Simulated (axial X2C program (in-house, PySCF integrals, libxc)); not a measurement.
**IGa: from the state search to constants**

Aim: find the lowest determinant of IGa, scan the bond at several levels and fit the constants, once spin-free and once with spin–orbit coupling.

Program: an in-house X2C program for linear molecules on PySCF integrals. Level of theory: all-electron X2C, I dyall-cv3z, Ga dyall-cv3z. These are calculated values, not measurements.

**1. Set-up**

Input file task.json:

```json
{"zs": [53, 31], "q": 0, "bas": ["dyall-cv3z", "dyall-cv3z"], "levels": ["PBE0", "HF", "B97-3"], "cc": true, "r0": 2.57, "thr": -1.0, "nmax": 90, "npts": 10, "nst": 2, "ntry": 6}
```

Keys: zs atomic numbers; q charge; bas basis sets; levels methods (HF also brings MP2); cc coupled cluster on or off; r0 starting distance in Å; thr threshold in hartree for freezing inner shells (an s shell follows its p shell); nmax most natural virtual spinors; npts points asked for on the curve; nst determinants followed; ntry starts of the search.

Command:

```sh
> python so2c.py task.json out
```

Spin-free means the one-electron spin-free X2C Hamiltonian; two-component (2c) means X2C with spin–orbit coupling and atomic mean-field two-electron Coulomb and Gaunt terms. Basis: I dyall-cv3z contracted to [11s12p8d4f1g], Ga dyall-cv3z contracted to [9s9p7d4f1g]; Gaussian nuclei, density fitting. Masses: I 126.904 u, Ga 68.926 u.

Notation: σ, π±, δ± give the projection m of an orbital's angular momentum (0, ±1, ±2), α and β its spin, Λ and M_S the sums; ω is the projection of a spinor's total angular momentum and Ω the sum. Logs are in hartree.

The results follow Hamiltonian by Hamiltonian and level by level.

**2. Search for the lowest determinant**

Determinants are compared with PBE0 at 2.570 Å.

Spin-free determinants:

| ΔE (eV) | state | open shells |
| --- | --- | --- |
| 0.00 | M_S = 0, Λ = 0 | closed shell |
| 3.16 | M_S = 1, Λ = 1 | beyond closed shells: σα, π+α |
| 3.57 | M_S = 0, Λ = 1 | beyond closed shells: σα, π+β |
| 4.50 | M_S = 1, Λ = 0 | beyond closed shells: π+α, π+β, 2 × π-α |
| 4.50 | M_S = 1, Λ = 2 | beyond closed shells: 2 × π+α, π+β, π-α |
| 4.56 | M_S = 0, Λ = 2 | beyond closed shells: π+α, 2 × π+β, π-α |

Two-component determinants:

| ΔE (eV) | state | open shells |
| --- | --- | --- |
| 0.00 | Ω = 0 | closed shell |
| 3.18 | Ω = 2 | excess of +ω over −ω: ω = 1/2, ω = 3/2 |
| 3.43 | Ω = 1 | excess of +ω over −ω: 2 × ω = 1/2 |
| 3.55 | Ω = 1 | excess of +ω over −ω: ω = -1/2, ω = 3/2 |
| 4.15 | Ω = 1 | excess of +ω over −ω: ω = -1/2, ω = 3/2 |
| 4.22 | Ω = 2 | excess of +ω over −ω: ω = 1/2, ω = 3/2 |
| 4.25 | Ω = 3 | excess of +ω over −ω: 2 × ω = 3/2 |

**3. PBE0, spin-free**

State followed: M_S = 0, Λ = 0 (closed shell). The scan is laid around 2.601 Å, a first estimate of the minimum, and this SCF restarts from the orbitals of the search.

The SCF at the reference distance of 2.601 Å:

```text
spin-free X2C-1e  PBE0
basis functions 232  fitting functions 1254  grid points 5803
iter        total energy     max residual
   1      -9058.890601022     2.04e+00
   2      -9059.094224570     4.25e-03
   3      -9059.094241786     2.70e-03
   4      -9059.094450792     3.08e-04
   5      -9059.094451361     3.97e-04
   6      -9059.094452447     4.98e-05
   7      -9059.094452567     2.49e-05
   8      -9059.094452570     1.85e-06
   9      -9059.094452570     9.43e-07
converged
one-electron -13132.17850052  Coulomb 3997.63096228  exact exchange -63.69307337  xc functional -195.12456666  nuclear repulsion 334.27072570
```

Along the bond, energies from the lowest point:

```csv
R (Å),E (eV),μ (D),HOMO (eV),LUMO (eV),iterations
2.263,0.6087,0.41,-6.64,-1.52,11
2.367,0.2455,1.12,-6.82,-1.64,10
2.445,0.0934,1.65,-6.93,-1.73,10
2.523,0.0176,2.19,-7.01,-1.83,9
2.601,0.0000,2.73,-7.07,-1.93,9
2.692,0.0343,3.34,-7.11,-2.04,10
2.783,0.1117,3.95,-7.10,-2.16,9
2.900,0.2542,4.72,-6.89,-2.30,9
3.043,0.4687,5.63,-6.66,-2.48,9
3.251,0.8155,6.89,-6.38,-2.72,10
```

Dipoles are positive if Ga is the positive end.

Outer orbitals at the reference distance:

```
symmetry  occupied  ε (eV)             atomic character
     δ-α       yes  -23.12                    100% Ga d
     δ+α       yes  -23.12                    100% Ga d
      σα       yes  -23.04                     99% Ga d
     π+α       yes  -23.02                    100% Ga d
     π-α       yes  -23.02                    100% Ga d
      σα       yes  -18.57    82% I s, 7% Ga p, 5% Ga s
      σα       yes  -11.08    62% Ga s, 32% I p, 4% I s
     π+α       yes   -7.46    90% I p, 6% Ga p, 3% Ga d
     π-α       yes   -7.46    90% I p, 6% Ga p, 3% Ga d
      σα       yes   -7.07  46% I p, 26% Ga p, 24% Ga s
     π-α        no   -1.93     89% Ga p, 6% I p, 4% I d
     π+α        no   -1.93     89% Ga p, 6% I p, 4% I d
      σα        no   -0.14  62% Ga p, 11% Ga d, 10% I p
      σα        no    1.54    73% Ga s, 8% I d, 7% Ga p
```

PBE0 fields in the half plane through the axis: z from -2.4 to 4.8 Å across, distance from the axis 0.15 to 2.25 Å upwards; I lies at z = 0 and Ga at z = 2.601 Å; the ELF is damped to zero where the density is low.

log10 density (e/bohr³). Ten even steps from '0' (-4.30 ) to '9' (1.84 ):
```
0001122222222111111111000
0011223333322222222221110
0112233333333323333322211
1123334444443333333332221
1223444555444444444433221
1233455565554445555443322
1234456777655456776544322
2234456898655556887544332
```

ELF. Ten even steps from ' ' (0.00 ) to '@' (0.96 ):
```
        ..::----==----::..          ..::....      
      ..--==++******++==::      ..::==++++==::    
    ..--++**##########**--..  ..--++##%%%%%%##--  
  ..::==**##%%%%%%%%%%##++::..::--++**%%@@@@@@##--
  ..==**##%%%%##**######**--::::::::==**%%@@@@@@**
  ::++##%%##++::::::==##**==::....::::--##@@@@@@%%
..--++##%%**::**##**::++##==..::****--::++@@@@@@@@
..--++####====**##**==--##==..++**::##::==%%@@@@@@
```

Re = 2.590 Å, ωe = 213.5 cm⁻¹, ωexe = 0.459 cm⁻¹, Be = 0.05628 cm⁻¹, De = 3.78 eV, μ = 2.65 D.

**4. HF, spin-free**

The SCF at the reference distance of 2.601 Å:

```text
spin-free X2C-1e  HF
basis functions 232  fitting functions 1254  grid points 5803
iter        total energy     max residual
   1      -9055.049106032     2.47e-01
   2      -9055.085747409     1.09e-02
   3      -9055.086846628     1.14e-02
   4      -9055.087369565     1.29e-03
   5      -9055.087420628     3.53e-04
   6      -9055.087427279     1.41e-04
   7      -9055.087429051     5.33e-05
   8      -9055.087429304     1.67e-05
   9      -9055.087429335     7.81e-06
  10      -9055.087429339     2.30e-06
  11      -9055.087429339     2.45e-07
converged
one-electron -13131.54692717  Coulomb 3997.13533130  exact exchange -254.94655917  xc functional 0.00000000  nuclear repulsion 334.27072570
```

Re = 2.632 Å, ωe = 203.9 cm⁻¹, ωexe = 0.461 cm⁻¹, Be = 0.0545 cm⁻¹, De = 2.67 eV, μ = 3.20 D.

**5. B97-3, spin-free**

The SCF at the reference distance of 2.601 Å:

```text
spin-free X2C-1e  B97-3
basis functions 232  fitting functions 1254  grid points 5803
iter        total energy     max residual
   1      -9059.123482283     4.50e-02
   2      -9059.124010789     5.27e-03
   3      -9059.123924892     7.34e-03
   4      -9059.124125910     3.04e-04
   5      -9059.124126257     1.07e-04
   6      -9059.124126710     6.05e-05
   7      -9059.124126755     6.05e-06
   8      -9059.124126756     1.97e-06
converged
one-electron -13132.43213545  Coulomb 3997.89656704  exact exchange -68.61100961  xc functional -190.24827443  nuclear repulsion 334.27072570
```

Re = 2.616 Å, ωe = 207.6 cm⁻¹, ωexe = 0.453 cm⁻¹, Be = 0.05516 cm⁻¹, De = 3.71 eV, μ = 2.88 D.

**6. MP2 and beyond, spin-free**

Correlated methods: 10 electrons correlated (frozen shells, counted by type: I 4 s, 3 p, 2 d; Ga 3 s, 2 p, 1 d), 308 virtual spinors in MP2, 90 natural virtuals in coupled cluster.

Output of the correlated part at 2.601 Å:

```text
correlated 10  virtual 308  natural virtual 90  E(MP2) -0.191679614  MP2 remainder -0.005958972
iter   CCSD correlation   residual
   1     -0.201639736   1.18e-01
   2     -0.208253801   4.62e-02
   3     -0.209187364   1.63e-02
   4     -0.209167864   4.97e-03
   5     -0.209179607   1.23e-03
   6     -0.209177474   5.11e-04
   7     -0.209177957   1.89e-04
   8     -0.209179333   6.04e-05
   9     -0.209178930   1.77e-05
  10     -0.209178878   5.30e-06
  11     -0.209178806   1.64e-06
  12     -0.209178799   5.70e-07
(T) -0.008831762  T1 0.0188  D1 0.0243  max T2 0.065
```

T1 in the output is the amplitude norm over the root of the electron number; divide by √2 for the Lee–Taylor value.

MP2: Re = 2.603 Å, ωe = 215.8 cm⁻¹, Be = 0.0557 cm⁻¹, De = 3.73 eV.

CCSD: Re = 2.609 Å, ωe = 213.6 cm⁻¹, ωexe = 0.469 cm⁻¹, Be = 0.05546 cm⁻¹, De = 3.53 eV. T1 at Re = 0.013 (Lee–Taylor, the printed value over √2).

CCSD(T): Re = 2.608 Å, ωe = 214.3 cm⁻¹, ωexe = 0.466 cm⁻¹, Be = 0.05549 cm⁻¹, De = 3.63 eV. T1 at Re = 0.013 (Lee–Taylor, the printed value over √2).

**7. The spin-free curves together**

Energy (eV) of the followed determinant, spin-free, from each level's lowest point:

```csv
R (Å),PBE0,HF,MP2,CCSD,CCSD(T),B97-3
2.263,0.609,0.747,0.685,n/a,n/a,0.693
2.367,0.246,0.332,0.287,0.297,0.296,0.299
2.445,0.093,0.147,0.116,0.123,0.122,0.127
2.523,0.018,0.043,0.027,0.030,0.030,0.033
2.601,0.000,0.000,0.000,0.000,0.000,0.000
2.692,0.034,0.008,0.027,0.023,0.024,0.018
2.783,0.112,0.062,0.101,0.093,0.094,0.081
2.900,0.254,0.178,0.242,0.229,0.232,0.207
3.043,0.469,0.364,0.458,n/a,n/a,0.404
3.251,0.815,0.677,0.812,n/a,n/a,0.729
```

**8. PBE0, 2c**

State followed: Ω = 0 (closed shell). The scan is laid around 2.601 Å, a first estimate of the minimum, and this SCF restarts from the orbitals of the search.

Output at 2.601 Å:

```text
two-component X2C + atomic mean field  PBE0
basis functions 232  fitting functions 1254  grid points 5803
iter        total energy     max residual
   1      -9055.310704650     2.05e+00
   2      -9055.514916809     4.25e-03
   3      -9055.514939964     2.78e-03
   4      -9055.515137637     2.69e-04
   5      -9055.515138103     3.74e-04
   6      -9055.515139079     4.74e-05
   7      -9055.515139178     1.90e-05
   8      -9055.515139181     2.47e-06
   9      -9055.515139181     9.02e-07
converged
one-electron -13121.78063517  Coulomb 3995.65032654  exact exchange -63.65871109  xc functional -195.02488168  nuclear repulsion 334.27072570  atomic mean-field constant -4.97196347
```

Along the bond, energies from the lowest point:

```
R (Å)  E (eV)  μ (D)  HOMO (eV)  LUMO (eV)  iterations
2.263  0.6181   0.38      -6.61      -1.57          11
2.367  0.2518   1.08      -6.76      -1.69          10
2.445  0.0975   1.61      -6.85      -1.78           9
2.523  0.0196   2.14      -6.91      -1.88           9
2.601  0.0000   2.67      -6.93      -1.97           9
2.692  0.0321   3.28      -6.92      -2.08          10
2.783  0.1073   3.88      -6.81      -2.19           9
2.900  0.2470   4.63      -6.60      -2.33           9
3.043  0.4582   5.52      -6.38      -2.50           9
3.251  0.8000   6.74      -6.10      -2.74          10
```

Dipoles are positive if Ga is the positive end.

Outer spinors at the reference distance:

```json
{"ω": "3/2", "occupied": "yes", "ε (eV)": "-23.35", "atomic character": "100% Ga d", "λ mixture": "86% δ, 14% π"}
{"ω": "1/2", "occupied": "yes", "ε (eV)": "-23.28", "atomic character": "100% Ga d", "λ mixture": "57% π, 43% σ"}
{"ω": "5/2", "occupied": "yes", "ε (eV)": "-22.94", "atomic character": "100% Ga d", "λ mixture": "100% δ"}
{"ω": "3/2", "occupied": "yes", "ε (eV)": "-22.85", "atomic character": "100% Ga d", "λ mixture": "86% π, 14% δ"}
{"ω": "1/2", "occupied": "yes", "ε (eV)": "-22.85", "atomic character": "99% Ga d", "λ mixture": "57% σ, 43% π"}
{"ω": "1/2", "occupied": "yes", "ε (eV)": "-18.58", "atomic character": "82% I s, 7% Ga p, 5% Ga s", "λ mixture": "100% σ"}
{"ω": "1/2", "occupied": "yes", "ε (eV)": "-11.09", "atomic character": "60% Ga s, 33% I p, 4% I s", "λ mixture": "100% σ"}
{"ω": "1/2", "occupied": "yes", "ε (eV)": "-7.93", "atomic character": "83% I p, 7% Ga p, 6% Ga s", "λ mixture": "85% π, 15% σ"}
{"ω": "3/2", "occupied": "yes", "ε (eV)": "-7.16", "atomic character": "88% I p, 7% Ga p, 4% Ga d", "λ mixture": "100% π"}
{"ω": "1/2", "occupied": "yes", "ε (eV)": "-6.93", "atomic character": "52% I p, 24% Ga p, 19% Ga s", "λ mixture": "85% σ, 15% π"}
{"ω": "1/2", "occupied": "no", "ε (eV)": "-1.97", "atomic character": "90% Ga p, 5% I p, 4% I d", "λ mixture": "100% π"}
{"ω": "3/2", "occupied": "no", "ε (eV)": "-1.86", "atomic character": "88% Ga p, 7% I p, 4% I d", "λ mixture": "100% π"}
{"ω": "1/2", "occupied": "no", "ε (eV)": "-0.14", "atomic character": "62% Ga p, 11% Ga d, 10% I p", "λ mixture": "100% σ"}
{"ω": "1/2", "occupied": "no", "ε (eV)": "1.54", "atomic character": "72% Ga s, 8% I d, 7% Ga p", "λ mixture": "100% σ"}
```

PBE0 fields in the half plane through the axis: z from -2.4 to 4.8 Å across, distance from the axis 0.15 to 2.25 Å upwards; I lies at z = 0 and Ga at z = 2.601 Å; the ELF is damped to zero where the density is low.

log10 density (e/bohr³). Ten even steps from '0' (-4.29 ) to '9' (1.84 ):
```
0001122222222111111111100
0011223333322222222221110
0112233333333323333322211
1123334444443333333332221
1223444555444444444433221
1233455565554445555443322
1234456777655456776544322
2234456898655556887544332
```

ELF. Ten even steps from '0' (0.00 ) to '9' (0.96 ):
```
0000123343321000001211000
0001345666542000124554200
0013467777763101357888630
0124678888875212356899973
0146788767776322224689996
0257875222476421122379998
1357862676257412663259999
1357744676437415627248999
```

Re = 2.593 Å, ωe = 212.4 cm⁻¹, ωexe = 0.461 cm⁻¹, Be = 0.05613 cm⁻¹, De = 3.52 eV, μ = 2.61 D.

**9. HF, 2c**

The SCF at the reference distance of 2.601 Å:

```text
two-component X2C + atomic mean field  HF
basis functions 232  fitting functions 1254  grid points 5803
iter        total energy     max residual
   1      -9051.466390765     2.47e-01
   2      -9051.503011614     1.10e-02
   3      -9051.504114319     1.14e-02
   4      -9051.504637193     1.31e-03
   5      -9051.504689613     3.54e-04
   6      -9051.504696683     1.44e-04
   7      -9051.504698651     5.40e-05
   8      -9051.504698957     2.02e-05
   9      -9051.504698997     8.06e-06
  10      -9051.504699004     3.29e-06
  11      -9051.504699005     1.51e-06
converged
one-electron -13121.14425058  Coulomb 3995.14961438  exact exchange -254.80882504  xc functional 0.00000000  nuclear repulsion 334.27072570  atomic mean-field constant -4.97196347
```

Re = 2.635 Å, ωe = 203.1 cm⁻¹, ωexe = 0.46 cm⁻¹, Be = 0.05437 cm⁻¹, De = 2.39 eV, μ = 3.17 D.

**10. B97-3, 2c**

The SCF at the reference distance of 2.601 Å:

```text
two-component X2C + atomic mean field  B97-3
basis functions 232  fitting functions 1254  grid points 5803
iter        total energy     max residual
   1      -9055.544528794     4.53e-02
   2      -9055.545056902     5.28e-03
   3      -9055.544971140     7.35e-03
   4      -9055.545172303     3.05e-04
   5      -9055.545172648     1.08e-04
   6      -9055.545173103     6.07e-05
   7      -9055.545173149     6.08e-06
   8      -9055.545173149     1.97e-06
converged
one-electron -13122.03378221  Coulomb 3995.91540964  exact exchange -68.57398219  xc functional -190.15158060  nuclear repulsion 334.27072570  atomic mean-field constant -4.97196347
```

Re = 2.619 Å, ωe = 206.5 cm⁻¹, ωexe = 0.456 cm⁻¹, Be = 0.05501 cm⁻¹, De = 3.43 eV, μ = 2.84 D.

**11. MP2 and beyond, 2c**

Correlated methods: 10 electrons correlated (frozen shells, counted by type: I 4 s, 3 p, 2 d; Ga 3 s, 2 p, 1 d), 308 virtual spinors in MP2, 90 natural virtuals in coupled cluster.

Output of the correlated part at 2.601 Å:

```text
correlated 10  virtual 308  natural virtual 90  E(MP2) -0.191182353  MP2 remainder -0.005963827
iter   CCSD correlation   residual
   1     -0.201134726   1.18e-01
   2     -0.207736037   4.59e-02
   3     -0.208641171   1.60e-02
   4     -0.208622378   4.92e-03
   5     -0.208633836   1.22e-03
   6     -0.208631599   5.15e-04
   7     -0.208632163   1.97e-04
   8     -0.208633543   6.84e-05
   9     -0.208633100   2.53e-05
  10     -0.208633063   1.21e-05
  11     -0.208632944   5.79e-06
  12     -0.208632963   2.55e-06
(T) -0.008755594  T1 0.0186  D1 0.0252  max T2 0.062
```

MP2: Re = 2.606 Å, ωe = 215.0 cm⁻¹, Be = 0.05558 cm⁻¹, De = 3.48 eV.

CCSD: Re = 2.612 Å, ωe = 212.7 cm⁻¹, ωexe = 0.47 cm⁻¹, Be = 0.05534 cm⁻¹, De = 3.27 eV. T1 at Re = 0.013 (Lee–Taylor, the printed value over √2).

CCSD(T): Re = 2.611 Å, ωe = 213.4 cm⁻¹, ωexe = 0.467 cm⁻¹, Be = 0.05537 cm⁻¹, De = 3.37 eV. T1 at Re = 0.013 (Lee–Taylor, the printed value over √2).

**12. The 2c curves together**

Energy (eV) of the followed determinant, 2c, from each level's lowest point:

```csv
R (Å),PBE0,HF,MP2,CCSD,CCSD(T),B97-3
2.263,0.618,0.756,0.693,n/a,n/a,0.702
2.367,0.252,0.337,0.292,0.302,0.302,0.305
2.445,0.098,0.151,0.120,0.126,0.126,0.131
2.523,0.020,0.044,0.029,0.032,0.032,0.035
2.601,0.000,0.000,0.000,0.000,0.000,0.000
2.692,0.032,0.006,0.025,0.021,0.022,0.016
2.783,0.107,0.059,0.097,0.089,0.091,0.077
2.900,0.247,0.173,0.236,0.223,0.226,0.200
3.043,0.458,0.357,0.450,n/a,n/a,0.394
3.251,0.800,0.667,0.801,n/a,n/a,0.714
```

Time for the job: 1.9 min (1 thread of Intel Xeon Platinum 8488C (Sapphire Rapids), shared host).

**13. Constants**

Lowest determinant that the search found at its distance, spin-free: M_S = 0, Λ = 0 (closed shell).

Lowest determinant that the search found at its distance, 2c: Ω = 0 (closed shell).

| Hamiltonian | level | Re (Å) | ωe (cm⁻¹) | De (eV) | μ (D) |
| --- | --- | --- | --- | --- | --- |
| spin-free | PBE0 | 2.590 | 213.5 | 3.78 | 2.65 |
| spin-free | HF | 2.632 | 203.9 | 2.67 | 3.20 |
| spin-free | MP2 | 2.603 | 215.8 | 3.73 | n/a |
| spin-free | CCSD | 2.609 | 213.6 | 3.53 | n/a |
| spin-free | CCSD(T) | 2.608 | 214.3 | 3.63 | n/a |
| spin-free | B97-3 | 2.616 | 207.6 | 3.71 | 2.88 |
| 2c | PBE0 | 2.593 | 212.4 | 3.52 | 2.61 |
| 2c | HF | 2.635 | 203.1 | 2.39 | 3.17 |
| 2c | MP2 | 2.606 | 215.0 | 3.48 | n/a |
| 2c | CCSD | 2.612 | 212.7 | 3.27 | n/a |
| 2c | CCSD(T) | 2.611 | 213.4 | 3.37 | n/a |
| 2c | B97-3 | 2.619 | 206.5 | 3.43 | 2.84 |

Dipoles are positive if Ga is the positive end.

Time per point (s) on 1 thread of Intel Xeon Platinum 8488C (Sapphire Rapids), shared host (2c runs; CCSD comes with the CCSD(T) run); the times are rough: PBE0 0.63, HF 0.43, MP2 0.67, CCSD(T) 4, B97-3 0.65.

In words: At CCSD(T), going from spin-free to two-component changes Re by +3 mÅ, ωe by -0.4 %; the spin-free picture holds up (part of it comes from the scalar share of the two-electron terms). De moves by -0.26 eV; both De rest on single-determinant atoms, which can miss part of an open shell's spin–orbit lowering.

De refers to I + Ga, each in the lowest determinant found, which need not be this curve's own limit. Each curve is one determinant whose occupation by symmetry is held fixed; it was picked as the lowest of a PBE0 search that is not exhaustive. The closed shell is kept restricted; where the fragments are open shells, the energy then runs too high at long range. De is counted from the lowest determinant-based energies of the atoms at the same level, without counterpoise correction. CCSD and (T) use frozen natural virtuals with an MP2 correction for the truncation. With the outer-core shells frozen, correlated bond lengths of heavy atoms tend to come out a few hundredths of an ångström too long.
